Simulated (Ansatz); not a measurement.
Born–Oppenheimer molecular dynamics of a periodic cell of 16 atoms, WC (start crystal WC, start structure P-6m2, volume 1.15 times the crystal's). It goes on from the last frame of an earlier run, with new velocities.

Computed with DFT LDA, scalar-relativistic, plane waves, PAW (Ansatz). Settings: accuracy low, PAW set soft_1, cutoff 420 eV, k mesh 2x2x2, fermi-dirac smearing 0.24 eV, no spin polarisation.

* ensemble: NVT, Langevin thermostat
* time step: 1 fs
* steps asked: 269
* set temperature: 2240 K
* friction: 0.02 /fs
* temperature schedule: 202 steps to 300 K, then 67 steps to 300 K
* seed: 536524

First frame:

```xyz
16
Lattice="-3.0400 -5.2654 0.0000 4.5599 -2.6327 0.0000 0.0000 0.0000 5.9481" Properties=species:S:1:pos:R:3
W 0.006 -5.352 0.023
C 1.561 -4.379 1.426
W 0.129 -5.276 2.897
C 1.337 -4.017 4.541
W -1.208 -2.763 -0.048
C 0.265 -1.799 1.569
W -1.507 -2.591 2.958
C 0.040 -1.764 4.710
W 1.560 -2.399 0.105
C 3.217 -1.784 1.179
W 1.798 -2.711 2.967
C 3.015 -1.612 4.693
W 0.089 0.180 0.009
C -1.221 -4.555 1.454
W 0.092 -0.283 2.987
C -1.472 -4.488 4.154
```

Question: What does the run give?

Answer: All steps were run.

```json
{"steps done": "269", "time covered": "269 fs", "mean temperature over the second half": "747 K", "spread of the potential energy over the second half": "40.5 meV per atom", "mean potential energy of the second half above the start": "-270.7 meV per atom"}
```

The schedule's set-point averaged 462 K over the second half and the system 747 K, so it lags behind the ramp. A run of 0.27 ps of so small a system gives no equilibrium averages. Limits of this set-up: coarse k mesh, PAW files made for another functional, low accuracy level.

Question: What happens to the structure?

Answer: Mean squared displacements from the first frame to the last, about the centre of mass: W 0.04 Å², C 0.10 Å². This is one draw of velocities; another would differ in detail.

Question: How do temperature and energy run in time?

Answer: 
| time (fs) | T (K) | potential energy less start (eV) |
| --- | --- | --- |
| 0 | 2100 | 0.000 |
| 13 | 2250 | -1.157 |
| 26 | 1760 | -0.387 |
| 39 | 2525 | -2.891 |
| 52 | 1773 | -1.242 |
| 65 | 2541 | -2.171 |
| 78 | 1888 | -1.883 |
| 91 | 1998 | -2.132 |
| 104 | 1828 | -2.172 |
| 117 | 1634 | -2.163 |
| 130 | 1484 | -2.600 |
| 143 | 1268 | -3.340 |
| 156 | 889 | -3.387 |
| 169 | 1255 | -3.973 |
| 182 | 864 | -4.301 |
| 195 | 699 | -4.217 |
| 208 | 656 | -4.742 |
| 221 | 574 | -4.696 |
| 234 | 339 | -4.616 |
| 247 | 430 | -5.155 |
| 260 | 356 | -5.025 |

The run took 20 min on 1 thread of Arm Neoverse V2, with other jobs on the host, peak memory 0.59 GiB.
